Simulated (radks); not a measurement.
**Polarisabilities and dispersion coefficients of Ne, Mg²⁺, Al³⁺ and others**

The task here is to estimate one member of a computed series from the others.

Program: radks (a radial shooting solver on a logarithmic mesh, Libxc functionals) version 1. Level of theory: scalar-relativistic Kohn-Sham, LDA (Slater exchange, Perdew-Wang correlation), spin-unpolarised, spherical densities, finite nucleus. These are calculated values, not measurements, unless marked.

## What is computed

* species: Ne ([Ne]), Mg²⁺ ([Ne]), Al³⁺ ([Ne]), Si⁴⁺ ([Ne]), P⁵⁺ ([Ne]), S⁶⁺ ([Ne]), Cl⁷⁺ ([Ne]), Ar⁸⁺ ([Ne])

Set-up of the first run:

The run's settings:

```text
Z 10
configuration [Ne]
relativity scalar-relativistic
functional lda,pw
spin unpolarised
nucleus finite rms 3.0055 fm
c 137.035999084
response adiabatic LDA kernel
```

Steps of the session up to this table: Ne, [Ne]; Mg²⁺, [Ne]; Al³⁺, [Ne]; Si⁴⁺, [Ne]; P⁵⁺, [Ne]; S⁶⁺, [Ne]; Cl⁷⁺, [Ne]; Ar⁸⁺, [Ne].

One table of the session follows, with a row left open; its other results are not shown here.

```
species  −ε(HOMO) (eV)  α (bohr³)  α uncoupled (bohr³)  C6 (hartree bohr⁶)  C8 (hartree bohr⁸)
     Ne         13.534      3.057                3.490               7.409               114.9
   Mg²⁺         66.838     0.5135               0.5822              0.6234               3.754
   Al³⁺         104.22     0.2831               0.3187              0.2651               1.171
   Si⁴⁺         148.58     0.1713               0.1915              0.1279              0.4347
    P⁵⁺         199.88     0.1106               0.1228             0.06752              0.1826
    S⁶⁺         258.07    0.07490              0.08273             0.03816             0.08425
   Cl⁷⁺         323.16    0.05270              0.05790             0.02276             0.04184
   Ar⁸⁺              ?          ?                    ?                   ?                   ?
```

Q: Estimate the row for Ar⁸⁺ from the others.

As computed: −ε(HOMO) (eV): 395.13; α (bohr³): 0.03824; α uncoupled (bohr³): 0.04181; C6 (hartree bohr⁶): 0.01419; C8 (hartree bohr⁸): 0.02206. In the column «−ε(HOMO) (eV)» it is the highest.

C8 is given only where no p, d or f shell is open.
